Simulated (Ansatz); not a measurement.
**CH6ClNOSi: small, medium and large basis sets**

One table from this session's results is given with a row withheld; the runs are named, their logs left out.

Program: Ansatz 0.2.0, Gaussian basis. Level of theory: one geometry, several basis sets. These are calculated values, not measurements.

Plan: PBE0-D4/def2-SVP; ωB97M-V/def2-SVP; PBE0-D4/def2-QZVPP; ωB97M-V/def2-QZVPP; the functionals' def2-TZVPP values are taken from earlier runs.

## Structure used throughout

An earlier PBE0-D4 in a triple-zeta def2 set relaxation fixed the geometry.

SMILES `NCO[SiH2]Cl`, 11 atoms, charge 0, spin multiplicity 1.

Atoms are counted from 1 here; the program's logs count them from 0.

Bond lengths: N1–C2 1.413 Å, N1–H6 1.011 Å, N1–H7 1.011 Å, C2–O3 1.437 Å, C2–H8 1.095 Å, C2–H9 1.093 Å, O3–Si4 1.626 Å, Si4–Cl5 2.059 Å, Si4–H10 1.475 Å, Si4–H11 1.483 Å. Angles: C2–N1–H6 111.6°, C2–N1–H7 111.8°, H6–N1–H7 108.7°, N1–C2–O3 112.6°, N1–C2–H8 109.2°, N1–C2–H9 109.3°, O3–C2–H8 108.7°, O3–C2–H9 108.2°, H8–C2–H9 108.8°, C2–O3–Si4 125.1°, O3–Si4–Cl5 111.2°, O3–Si4–H10 107.1°, O3–Si4–H11 111.4°, Cl5–Si4–H10 108.4°, Cl5–Si4–H11 105.9°, H10–Si4–H11 112.8°.

Set-up of the first run:

The input, in.yaml:

```yaml
crystal:
  periodic: [false, false, false]
  atoms:
    - {symbol: N, position_ang: [-0.191016, 0.703641, 2.012018]}
    - {symbol: C, position_ang: [-0.428259, -0.049397, 0.840358]}
    - {symbol: O, position_ang: [0.408131, 0.356680, -0.255646]}
    - {symbol: Si, position_ang: [0.519030, -0.412869, -1.683515]}
    - {symbol: Cl, position_ang: [-1.277446, -0.376891, -2.689049]}
    - {symbol: H, position_ang: [-0.387087, 1.685398, 1.870045]}
    - {symbol: H, position_ang: [0.763176, 0.607466, 2.332558]}
    - {symbol: H, position_ang: [-0.242812, -1.108446, 1.048831]}
    - {symbol: H, position_ang: [-1.471758, 0.072753, 0.537848]}
    - {symbol: H, position_ang: [1.519271, 0.310801, -2.490755]}
    - {symbol: H, position_ang: [0.854170, -1.846036, -1.502293]}
basis:
  gaussian: {orbitals: def2-SVP}
hamiltonian: {xc: pbe0, dispersion: d4}
output: {orbitals: {seedname: orbitals}}
```

Steps of the session up to this table: PBE0-D4 in def2-SVP; ωB97M-V in def2-SVP; PBE0-D4 in def2-QZVPP; ωB97M-V in def2-QZVPP.

One of the session's tables, all rows but one given; the rest of the session is left out.

It belongs to the step «Functionals by basis». 

```
functional       basis  HOMO (eV)  LUMO (eV)
   PBE0-D4    def2-SVP      -7.57       1.10
   PBE0-D4  def2-TZVPP      -7.82       0.56
   PBE0-D4  def2-QZVPP      -7.87       0.31
   ωB97M-V    def2-SVP      -9.98       3.04
   ωB97M-V  def2-TZVPP     -10.24       2.18
   ωB97M-V  def2-QZVPP          ?          ?
```

Q: Estimate the row for ωB97M-V, def2-QZVPP from the others.

As computed: HOMO (eV): -10.29; LUMO (eV): 1.64. In the column «HOMO (eV)» it is the lowest.
